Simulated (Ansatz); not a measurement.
**CH₆BNSi: one molecule under many settings**

How do the results and run time of CH₆BNSi respond when the settings are drawn wide?

Program: Ansatz 0.2.0, Gaussian basis. Level of theory: the settings change from run to run. These are calculated values, not measurements.

### 1 The relaxed structure

The structure was relaxed beforehand with PBE0-D4 in a triple-zeta def2 set.

10 atoms, charge 0, spin multiplicity 1.

Atoms are counted from 1 here; the program's logs count them from 0.

Bond lengths: B1–C2 1.593 Å, B1–Si4 2.033 Å, B1–H5 1.210 Å, B1–H6 1.209 Å, C2–N3 1.299 Å, C2–H7 1.096 Å, N3–Si4 1.853 Å, N3–H8 1.014 Å, Si4–H9 1.494 Å, Si4–H10 1.494 Å. Angles: C2–B1–Si4 80.4°, C2–B1–H5 111.9°, C2–B1–H6 113.1°, Si4–B1–H5 116.5°, Si4–B1–H6 118.1°, H5–B1–H6 112.7°, B1–C2–N3 109.2°, B1–C2–H7 132.0°, N3–C2–H7 118.8°, C2–N3–Si4 95.6°, C2–N3–H8 123.1°, Si4–N3–H8 141.4°, B1–Si4–N3 74.8°, B1–Si4–H9 126.6°, B1–Si4–H10 126.1°, N3–Si4–H9 106.6°, N3–Si4–H10 106.2°, H9–Si4–H10 105.3°.

### 2 BHLYP/def2-SVP

Options: multiplicity 3, finite nuclei, D3(BJ) with three-body dispersion, relativity set to none.

File in.yaml:

```yaml
crystal:
  periodic: [false, false, false]
  atoms:
    - {symbol: B, position_ang: [-0.844077, 0.790582, 0.451842]}
    - {symbol: C, position_ang: [-0.043519, 0.633323, -0.916499]}
    - {symbol: N, position_ang: [0.729987, -0.408208, -0.842978]}
    - {symbol: Si, position_ang: [0.258978, -0.859642, 0.891106]}
    - {symbol: H, position_ang: [-2.033006, 0.620797, 0.301495]}
    - {symbol: H, position_ang: [-0.589816, 1.818157, 1.035686]}
    - {symbol: H, position_ang: [-0.047876, 1.223452, -1.840637]}
    - {symbol: H, position_ang: [1.329873, -0.706871, -1.604323]}
    - {symbol: H, position_ang: [-0.207848, -2.278236, 0.852256]}
    - {symbol: H, position_ang: [1.530304, -0.884657, 1.675054]}
basis:
  gaussian: {orbitals: def2-SVP, nuclear_model: gaussian}
magnetization: {spin_polarized: true, initial_magnetization: 2}
hamiltonian: {xc: {name: BHLYP}, dispersion: d3bjatm, pseudopotentials: {relativity: none}}
output: {forces: true}
```

On the command line:

```bash
$ ansatz run in.yaml --threads 2 --pin off --events-out ev --progress --plain --max-ram 4352MiB
```

What it wrote (excerpt; [...] marks lines left out):

```text
Functional definition: BHLYP
  name "BHLYP"
  cite "Becke, J. Chem. Phys. 98, 1372 (1993) doi:10.1063/1.464304"
  cite "Becke, Phys. Rev. A 38, 3098 (1988) doi:10.1103/PhysRevA.38.3098"
  cite "Lee, Yang & Parr, Phys. Rev. B 37, 785 (1988) doi:10.1103/PhysRevB.37.785"
[...]
908 factors; integrals over basis functions are off by at most 1.3e-3 eV
[...]
mean field -11166.59467912 eV, -410.3647854679 hartree, gradient 3.5e-5 eV, S^2 2.010968; 4 other end points of the search recorded, 0 dependent functions left out
[...]
reference -11166.59486018 eV, -410.3647921219 hartree; 20, 18 occupied and 70, 72 virtual orbitals, 908 factors
Total energy: -11166.88236792 eV, -410.3753578363 hartree
Atom 0 at    -0.844077     0.790582     0.451842 Å, force    -2.737890     3.705028    -0.603536 eV/Å
Atom 1 at    -0.043519     0.633323    -0.916499 Å, force    -1.229922     2.072867    -0.514279 eV/Å
Atom 2 at     0.729987    -0.408208    -0.842978 Å, force     3.220328    -5.054018     1.435381 eV/Å
Atom 3 at     0.258978    -0.859642     0.891106 Å, force     2.945504    -1.311792    -3.901506 eV/Å
Atom 4 at    -2.033006     0.620797     0.301495 Å, force    -0.122718    -0.445764     0.781937 eV/Å
Atom 5 at    -0.589816     1.818157     1.035686 Å, force     0.000621    -0.342662     0.763088 eV/Å
Atom 6 at    -0.047876     1.223452    -1.840637 Å, force    -0.672862     0.494737     0.599710 eV/Å
Atom 7 at     1.329873    -0.706871    -1.604323 Å, force    -0.205881    -0.070191     0.531155 eV/Å
Atom 8 at    -0.207848    -2.278236     0.852256 Å, force    -0.682434     0.422258     0.407263 eV/Å
Atom 9 at     1.530304    -0.884657     1.675054 Å, force    -0.514746     0.529537     0.500787 eV/Å
Dipole moment:     0.312227    -0.433490     0.066551 e Å
```

Run time: 4.7 s. Hardware: 2 threads of Arm Neoverse V1, shared host.

Largest force 6.162 eV/Å, dipole 2.59 D, ⟨S²⟩ 2.011.

### 3 r2SCAN/cc-pVTZ

Options: finite nuclei, rVV10 dispersion.

in.yaml, as its differences from that of step 2:

```diff
@@ -14,5 +14,3 @@
 basis:
-  gaussian: {orbitals: def2-SVP, nuclear_model: gaussian}
-magnetization: {spin_polarized: true, initial_magnetization: 2}
-hamiltonian: {xc: {name: BHLYP}, dispersion: d3bjatm, pseudopotentials: {relativity: none}}
-output: {forces: true}
+  gaussian: {orbitals: cc-pVTZ, nuclear_model: gaussian}
+hamiltonian: {xc: {name: r2SCAN}, dispersion: rvv10}
```

Same command.

What it wrote (excerpt; [...] marks lines left out):

```text
Functional definition: r2SCAN+rVV10
  name "r2SCAN+rVV10"
  cite "Furness, Kaplan, Ning, Perdew & Sun, J. Phys. Chem. Lett. 11, 8208 (2020) doi:10.1021/acs.jpclett.0c02405"
  cite "Furness, Kaplan, Ning, Perdew & Sun, J. Phys. Chem. Lett. 11, 9248 (2020) doi:10.1021/acs.jpclett.0c03077"
  cite "Vydrov & Van Voorhis, J. Chem. Phys. 133, 244103 (2010) doi:10.1063/1.3521275"
  cite "Sabatini, Gorni & de Gironcoli, Phys. Rev. B 87, 041108(R) (2013) doi:10.1103/PhysRevB.87.041108"
  cite "Ning et al., Phys. Rev. B 106, 075422 (2022) doi:10.1103/PhysRevB.106.075422"
  parent "r2scan"
[...]
1186 factors; their error is unknown
[...]
mean field -11174.95114764 eV, -410.6718800217 hartree, gradient 5.0e-5 eV, S^2 0.000000; 0 other end points of the search recorded, 0 dependent functions left out
reference -11174.95116073 eV, -410.6718805028 hartree; 19, 19 occupied and 189, 189 virtual orbitals, 1186 factors
Total energy: -11174.95116073 eV, -410.6718805028 hartree
```

Run time: 8 s. Hardware: 2 threads of Arm Neoverse V1, shared host.

### 4 B3LYP/x2c-TZVPPall

Set apart from the defaults: multiplicity 3, atoms shaken by 0.15 Å.

File in.yaml:

```yaml
crystal:
  periodic: [false, false, false]
  atoms:
    - {symbol: B, position_ang: [-0.844726, 0.928547, 0.332860]}
    - {symbol: C, position_ang: [-0.057993, 0.752774, -0.880945]}
    - {symbol: N, position_ang: [0.835322, -0.525700, -0.877826]}
    - {symbol: Si, position_ang: [0.308724, -0.691262, 0.789215]}
    - {symbol: H, position_ang: [-1.879695, 0.614263, 0.360019]}
    - {symbol: H, position_ang: [-0.548787, 1.877938, 1.068382]}
    - {symbol: H, position_ang: [0.095076, 1.068160, -1.889836]}
    - {symbol: H, position_ang: [1.107646, -0.509042, -1.646643]}
    - {symbol: H, position_ang: [-0.212986, -2.311886, 1.014826]}
    - {symbol: H, position_ang: [1.676076, -0.719369, 1.768837]}
basis:
  gaussian: {orbitals: x2c-TZVPPall}
magnetization: {spin_polarized: true, initial_magnetization: 2}
hamiltonian: {xc: {name: B3LYP}}
output: {forces: true}
```

Same command.

What it wrote (excerpt; [...] marks lines left out):

```text
Functional definition: B3LYP
  name "B3LYP"
  cite "Stephens, Devlin, Chabalowski & Frisch, J. Phys. Chem. 98, 11623 (1994) doi:10.1021/j100096a001"
  cite "Becke, Phys. Rev. A 38, 3098 (1988) doi:10.1103/PhysRevA.38.3098"
  cite "Lee, Yang & Parr, Phys. Rev. B 37, 785 (1988) doi:10.1103/PhysRevB.37.785"
  cite "Vosko, Wilk & Nusair, Can. J. Phys. 58, 1200 (1980) doi:10.1139/p80-159"
[...]
1161 factors; their error is unknown
[...]
mean field -11192.01519703 eV, -411.2989722705 hartree, gradient 2.5e-5 eV, S^2 2.007490; 2 other end points of the search recorded, 0 dependent functions left out
[...]
reference -11192.01546423 eV, -411.2989820897 hartree; 20, 18 occupied and 199, 201 virtual orbitals, 1161 factors
Total energy: -11192.01546423 eV, -411.2989820897 hartree
Relativity: scalar
Atom 0 at    -0.844726     0.928547     0.332860 Å, force     0.766499     3.740608     1.719426 eV/Å
Atom 1 at    -0.057993     0.752774    -0.880945 Å, force     3.011905    -2.544803    -1.895098 eV/Å
Atom 2 at     0.835322    -0.525700    -0.877826 Å, force    -7.547001     1.944563    16.785361 eV/Å
Atom 3 at     0.308724    -0.691262     0.789215 Å, force     3.456180    -4.083542    -0.577196 eV/Å
Atom 4 at    -1.879695     0.614263     0.360019 Å, force    -3.500938    -1.265463     0.422346 eV/Å
Atom 5 at    -0.548787     1.877938     1.068382 Å, force    -0.045199    -0.649654     0.144194 eV/Å
Atom 6 at     0.095076     1.068160    -1.889836 Å, force    -0.722102     1.017677    -0.349445 eV/Å
Atom 7 at     1.107646    -0.509042    -1.646643 Å, force     6.368917    -1.094259   -15.106994 eV/Å
Atom 8 at    -0.212986    -2.311886     1.014826 Å, force     0.075051     2.337096    -0.189192 eV/Å
Atom 9 at     1.676076    -0.719369     1.768837 Å, force    -1.863314     0.597777    -0.953401 eV/Å
Dipole moment:     0.137992    -0.148974    -0.157213 e Å
```

Run time: 13 s. Hardware: 2 threads of Arm Neoverse V1, shared host; peak memory 0.61 GiB.

Largest force 18.506 eV/Å, dipole 1.23 D, ⟨S²⟩ 2.007.

### 5 PBEsol/aug-cc-pVDZ

This run has relativity set to scalar.

File in.yaml:

```yaml
crystal:
  periodic: [false, false, false]
  atoms:
    - {symbol: B, position_ang: [-0.844077, 0.790582, 0.451842]}
    - {symbol: C, position_ang: [-0.043519, 0.633323, -0.916499]}
    - {symbol: N, position_ang: [0.729987, -0.408208, -0.842978]}
    - {symbol: Si, position_ang: [0.258978, -0.859642, 0.891106]}
    - {symbol: H, position_ang: [-2.033006, 0.620797, 0.301495]}
    - {symbol: H, position_ang: [-0.589816, 1.818157, 1.035686]}
    - {symbol: H, position_ang: [-0.047876, 1.223452, -1.840637]}
    - {symbol: H, position_ang: [1.329873, -0.706871, -1.604323]}
    - {symbol: H, position_ang: [-0.207848, -2.278236, 0.852256]}
    - {symbol: H, position_ang: [1.530304, -0.884657, 1.675054]}
basis:
  gaussian: {orbitals: aug-cc-pVDZ}
hamiltonian: {xc: {name: PBEsol}, pseudopotentials: {relativity: scalar}}
output: {forces: true}
```

Launched as before.

What it wrote (excerpt; [...] marks lines left out):

```text
Functional definition: PBEsol
  name "PBEsol"
  cite "Perdew et al., Phys. Rev. Lett. 100, 136406 (2008) doi:10.1103/PhysRevLett.100.136406"
  cite "Perdew, Burke & Ernzerhof, Phys. Rev. Lett. 77, 3865 (1996) doi:10.1103/PhysRevLett.77.3865"
  parent pbesol
[...]
1376 factors; their error is unknown
[...]
mean field -11156.61935960 eV, -409.9981992370 hartree, gradient 5.2e-5 eV, S^2 0.000000; 0 other end points of the search recorded, 0 dependent functions left out
[...]
reference -11156.61947068 eV, -409.9982033194 hartree; 19, 19 occupied and 131, 131 virtual orbitals, 1376 factors
Total energy: -11156.61947068 eV, -409.9982033194 hartree
Relativity: scalar
Atom 0 at    -0.844077     0.790582     0.451842 Å, force     0.301336    -0.173800    -0.306017 eV/Å
Atom 1 at    -0.043519     0.633323    -0.916499 Å, force    -0.719034     0.643426     0.430911 eV/Å
Atom 2 at     0.729987    -0.408208    -0.842978 Å, force     0.393816    -0.532549     0.040680 eV/Å
Atom 3 at     0.258978    -0.859642     0.891106 Å, force    -0.299862     0.082833     0.468955 eV/Å
Atom 4 at    -2.033006     0.620797     0.301495 Å, force    -0.378534    -0.027865    -0.010461 eV/Å
Atom 5 at    -0.589816     1.818157     1.035686 Å, force     0.041345     0.321130     0.203168 eV/Å
Atom 6 at    -0.047876     1.223452    -1.840637 Å, force    -0.008046     0.328190    -0.500447 eV/Å
Atom 7 at     1.329873    -0.706871    -1.604323 Å, force     0.424662    -0.236124    -0.499197 eV/Å
Atom 8 at    -0.207848    -2.278236     0.852256 Å, force    -0.120536    -0.398749    -0.029075 eV/Å
Atom 9 at     1.530304    -0.884657     1.675054 Å, force     0.364854    -0.006493     0.201483 eV/Å
Dipole moment:     0.450010    -0.213533    -0.577787 e Å
```

It took 3.4 s on 2 threads of Arm Neoverse V1, shared host.

Largest force 1.057 eV/Å, dipole 3.66 D.

### 6 B3LYP/def2-SVPD

Set apart from the defaults: finite nuclei, the search for lower states set to full.

in.yaml, as its differences from that of step 5:

```diff
@@ -14,4 +14,4 @@
 basis:
-  gaussian: {orbitals: aug-cc-pVDZ}
-hamiltonian: {xc: {name: PBEsol}, pseudopotentials: {relativity: scalar}}
-output: {forces: true}
+  gaussian: {orbitals: def2-SVPD, nuclear_model: gaussian}
+hamiltonian: {xc: {name: B3LYP}}
+scf: {lower_state_search: full}
```

Same command.

What it wrote (excerpt; [...] marks lines left out):

```text
Functional definition: B3LYP
  name "B3LYP"
  cite "Stephens, Devlin, Chabalowski & Frisch, J. Phys. Chem. 98, 11623 (1994) doi:10.1021/j100096a001"
  cite "Becke, Phys. Rev. A 38, 3098 (1988) doi:10.1103/PhysRevA.38.3098"
  cite "Lee, Yang & Parr, Phys. Rev. B 37, 785 (1988) doi:10.1103/PhysRevB.37.785"
  cite "Vosko, Wilk & Nusair, Can. J. Phys. 58, 1200 (1980) doi:10.1139/p80-159"
[...]
1124 factors; their error is unknown
[...]
mean field -11173.83092608 eV, -410.6307126386 hartree, gradient 5.1e-5 eV, S^2 0.000000; 0 other end points of the search recorded, 0 dependent functions left out
reference -11173.83118968 eV, -410.6307223260 hartree; 19, 19 occupied and 113, 113 virtual orbitals, 1124 factors
Total energy: -11173.83118968 eV, -410.6307223260 hartree
```

Wall time 2.5 s (2 threads of Arm Neoverse V1, shared host).

### 7 LC-wPBE/def2-TZVP

This run has multiplicity 3.

in.yaml, as its differences from that of step 6:

```diff
@@ -14,4 +14,5 @@
 basis:
-  gaussian: {orbitals: def2-SVPD, nuclear_model: gaussian}
-hamiltonian: {xc: {name: B3LYP}}
-scf: {lower_state_search: full}
+  gaussian: {orbitals: def2-TZVP}
+magnetization: {spin_polarized: true, initial_magnetization: 2}
+hamiltonian: {xc: {name: LC-wPBE}}
+output: {forces: true}
```

Same command.

What it wrote (excerpt; [...] marks lines left out):

```text
Functional definition: LC-wPBE
  name "LC-wPBE"
  cite "Vydrov & Scuseria, J. Chem. Phys. 125, 234109 (2006) doi:10.1063/1.2409292"
  cite "Heyd & Scuseria, J. Chem. Phys. 120, 7274 (2004) doi:10.1063/1.1668634"
  cite "Ernzerhof & Perdew, J. Chem. Phys. 109, 3313 (1998) doi:10.1063/1.476928"
  cite "Perdew, Burke & Ernzerhof, Phys. Rev. Lett. 77, 3865 (1996) doi:10.1103/PhysRevLett.77.3865"
  parent pbe
[...]
1020 factors; their error is unknown
387 factors; integrals over basis functions are off by at most 1.9e-5 eV
[...]
mean field -11170.55046532 eV, -410.5101579296 hartree, gradient 7.9e-6 eV, S^2 2.010800; 4 other end points of the search recorded, 0 dependent functions left out
[...]
reference -11170.55046533 eV, -410.5101579299 hartree; 20, 18 occupied and 146, 148 virtual orbitals, 1020 factors
Total energy: -11170.55046533 eV, -410.5101579299 hartree
Atom 0 at    -0.844077     0.790582     0.451842 Å, force    -2.520829     3.549304    -0.775450 eV/Å
Atom 1 at    -0.043519     0.633323    -0.916499 Å, force    -1.458979     2.250082    -0.325608 eV/Å
Atom 2 at     0.729987    -0.408208    -0.842978 Å, force     3.084458    -5.046030     1.698508 eV/Å
Atom 3 at     0.258978    -0.859642     0.891106 Å, force     2.850805    -1.066406    -4.124642 eV/Å
Atom 4 at    -2.033006     0.620797     0.301495 Å, force     0.006413    -0.469182     0.771255 eV/Å
Atom 5 at    -0.589816     1.818157     1.035686 Å, force     0.017803    -0.458279     0.702323 eV/Å
Atom 6 at    -0.047876     1.223452    -1.840637 Å, force    -0.609177     0.347021     0.695184 eV/Å
Atom 7 at     1.329873    -0.706871    -1.604323 Å, force    -0.182650    -0.080798     0.505818 eV/Å
Atom 8 at    -0.207848    -2.278236     0.852256 Å, force    -0.667397     0.439061     0.385390 eV/Å
Atom 9 at     1.530304    -0.884657     1.675054 Å, force    -0.520448     0.535227     0.467222 eV/Å
Dipole moment:     0.323637    -0.440079     0.053621 e Å
```

Run time: 15 s. Hardware: 2 threads of Arm Neoverse V1, shared host.

Largest force 6.153 eV/Å, dipole 2.64 D, ⟨S²⟩ 2.011.

### 8 wB97X/def2-mTZVP

in.yaml, as its differences from that of step 7:

```diff
@@ -14,5 +14,4 @@
 basis:
-  gaussian: {orbitals: def2-TZVP}
-magnetization: {spin_polarized: true, initial_magnetization: 2}
-hamiltonian: {xc: {name: LC-wPBE}}
+  gaussian: {orbitals: def2-mTZVP}
+hamiltonian: {xc: {name: wB97X}}
 output: {forces: true}
```

Launched as before.

What it wrote (excerpt; [...] marks lines left out):

```text
Functional definition: wB97X
  name "wB97X"
  cite "Chai & Head-Gordon, J. Chem. Phys. 128, 084106 (2008) doi:10.1063/1.2834918"
  cite "Becke, J. Chem. Phys. 107, 8554 (1997) doi:10.1063/1.475007"
[...]
  # The coefficients of nought are those of the uniform gas.
[...]
      + exact_x_lr(omega)
[...]
      + integral(e_c_pw_opposite_spin*poly(b97_u_opposite, 1, cos1, cos2, cos3, cos4))
905 factors; integrals over basis functions are off by at most 1.1e-3 eV
284 factors; integrals over basis functions are off by at most 6.8e-6 eV
[...]
mean field -11177.63577482 eV, -410.7705382511 hartree, gradient 5.0e-5 eV, S^2 0.000000; 0 other end points of the search recorded, 0 dependent functions left out
[...]
reference -11177.63573669 eV, -410.7705368498 hartree; 19, 19 occupied and 78, 78 virtual orbitals, 905 factors
Total energy: -11177.63573669 eV, -410.7705368498 hartree
Atom 0 at    -0.844077     0.790582     0.451842 Å, force    -0.161613     0.033485     0.230323 eV/Å
Atom 1 at    -0.043519     0.633323    -0.916499 Å, force     0.104145     0.106841    -0.379853 eV/Å
Atom 2 at     0.729987    -0.408208    -0.842978 Å, force    -0.021675     0.089232    -0.103056 eV/Å
Atom 3 at     0.258978    -0.859642     0.891106 Å, force     0.026344    -0.208741     0.304901 eV/Å
Atom 4 at    -2.033006     0.620797     0.301495 Å, force     0.055365    -0.007582    -0.007526 eV/Å
Atom 5 at    -0.589816     1.818157     1.035686 Å, force     0.018368    -0.046791    -0.028572 eV/Å
Atom 6 at    -0.047876     1.223452    -1.840637 Å, force     0.008827    -0.038991     0.039283 eV/Å
Atom 7 at     1.329873    -0.706871    -1.604323 Å, force     0.016681    -0.005754    -0.020698 eV/Å
Atom 8 at    -0.207848    -2.278236     0.852256 Å, force     0.030066     0.083345     0.006833 eV/Å
Atom 9 at     1.530304    -0.884657     1.675054 Å, force    -0.076507    -0.005044    -0.041637 eV/Å
Dipole moment:     0.503155    -0.229101    -0.658717 e Å
```

It took 6 s on 2 threads of Arm Neoverse V1, shared host.

Largest force 0.408 eV/Å, dipole 4.13 D.

### 9 r2SCAN50/def2-SVP

Set apart from the defaults: charge +1, multiplicity 2, atoms shaken by 0.03 Å, high accuracy.

File in.yaml:

```yaml
crystal:
  periodic: [false, false, false]
  atoms:
    - {symbol: B, position_ang: [-0.841351, 0.796466, 0.458413]}
    - {symbol: C, position_ang: [-0.115487, 0.631471, -0.987075]}
    - {symbol: N, position_ang: [0.724767, -0.352078, -0.874081]}
    - {symbol: Si, position_ang: [0.245311, -0.813281, 0.911152]}
    - {symbol: H, position_ang: [-2.022935, 0.604336, 0.282772]}
    - {symbol: H, position_ang: [-0.575019, 1.863270, 1.044768]}
    - {symbol: H, position_ang: [-0.090566, 1.264415, -1.822596]}
    - {symbol: H, position_ang: [1.308282, -0.718031, -1.607005]}
    - {symbol: H, position_ang: [-0.224042, -2.278692, 0.861528]}
    - {symbol: H, position_ang: [1.473260, -0.918586, 1.689653]}
basis:
  gaussian: {orbitals: def2-SVP}
total_charge: 1
magnetization: {spin_polarized: true, initial_magnetization: 1}
hamiltonian: {xc: {name: r2SCAN50}}
accuracy: high
output: {forces: true}
```

Same command.

What it wrote (excerpt; [...] marks lines left out):

```text
Functional definition: r2SCAN50
  name "r2SCAN50"
  cite "Bursch, Neugebauer, Ehlert & Grimme, J. Chem. Phys. 156, 134105 (2022) doi:10.1063/5.0086040"
  cite "Furness, Kaplan, Ning, Perdew & Sun, J. Phys. Chem. Lett. 11, 8208 (2020) doi:10.1021/acs.jpclett.0c02405"
  cite "Furness, Kaplan, Ning, Perdew & Sun, J. Phys. Chem. Lett. 11, 9248 (2020) doi:10.1021/acs.jpclett.0c03077"
  parent r2scan
[...]
2120 factors; integrals over basis functions are off by at most 3.8e-9 eV
[...]
mean field -11159.57384019 eV, -410.1067743960 hartree, gradient 5.2e-8 eV, S^2 0.756231; 2 other end points of the search recorded, 0 dependent functions left out
[...]
reference -11159.57384140 eV, -410.1067744407 hartree; 19, 18 occupied and 71, 72 virtual orbitals, 2120 factors
Total energy: -11159.57384140 eV, -410.1067744407 hartree
Atom 0 at    -0.841351     0.796466     0.458413 Å, force    -2.454571     4.228144    -2.468434 eV/Å
Atom 1 at    -0.115487     0.631471    -0.987075 Å, force     1.913517    -1.793478     3.215107 eV/Å
Atom 2 at     0.724767    -0.352078    -0.874081 Å, force    -1.627042     0.003430     1.482759 eV/Å
Atom 3 at     0.245311    -0.813281     0.911152 Å, force     2.376941    -3.670489    -1.903882 eV/Å
Atom 4 at    -2.022935     0.604336     0.282772 Å, force     0.092621    -0.750243     0.755579 eV/Å
Atom 5 at    -0.575019     1.863270     1.044768 Å, force     0.372727    -1.270116     0.283236 eV/Å
Atom 6 at    -0.090566     1.264415    -1.822596 Å, force    -0.531864     0.973577    -1.594462 eV/Å
Atom 7 at     1.308282    -0.718031    -1.607005 Å, force     0.348475     0.025045    -0.335825 eV/Å
Atom 8 at    -0.224042    -2.278692     0.861528 Å, force    -0.617905     1.327577     0.046696 eV/Å
Atom 9 at     1.473260    -0.918586     1.689653 Å, force     0.127101     0.926552     0.519226 eV/Å
Dipole moment:     0.200742    -0.105321    -0.214422 e Å
```

Run time: 26 s. Hardware: 2 threads of Arm Neoverse V1, shared host; peak memory 0.58 GiB.

Largest force 5.477 eV/Å, ⟨S²⟩ 0.756.

### 10 The runs in one table

| level | charge | multiplicity | geometry | functions | energy (eV) | time |
| --- | --- | --- | --- | --- | --- | --- |
| BHLYP/def2-SVP | 0 | 3 | relaxed | 90 | -11166.882 | 4.7 s |
| r2SCAN/cc-pVTZ | 0 | 1 | relaxed | 208 | -11174.951 | 8 s |
| B3LYP/x2c-TZVPPall | 0 | 3 | shaken | 219 | -11192.015 | 13 s |
| PBEsol/aug-cc-pVDZ | 0 | 1 | relaxed | 150 | -11156.619 | 3.4 s |
| B3LYP/def2-SVPD | 0 | 1 | relaxed | 132 | -11173.831 | 2.5 s |
| LC-wPBE/def2-TZVP | 0 | 3 | relaxed | 166 | -11170.550 | 15 s |
| wB97X/def2-mTZVP | 0 | 1 | relaxed | 97 | -11177.636 | 6 s |
| r2SCAN50/def2-SVP | 1 | 2 | shaken | 90 | -11159.574 | 26 s |

### 11 Summary of results

```
                                         quantity                    value
                                             runs                        8
                                         quickest   B3LYP/def2-SVPD, 2.5 s
                                          slowest  r2SCAN50/def2-SVP, 26 s
spread of total energies, same state and geometry                  21.0 eV
                  dipole, same state and geometry           3.66 to 4.13 D
```

**Reading.** Run time spans a factor of 10, from B3LYP/def2-SVPD to r2SCAN50/def2-SVP. The jobs differ in tasks and options as well as level. Total energies at one charge and spin differ by 21 eV between levels, so only differences within one level mean anything. Some of these runs are scalar-relativistic and others not, which shifts the totals of all-electron atoms past neon by eV; core potentials, where a basis has them, take the core out of the total altogether. At the PBE0-D4/def2-TZVP geometry and in the same state, runs without warnings or point charges leave forces up to 1.06 eV/Å (PBEsol/aug-cc-pVDZ).
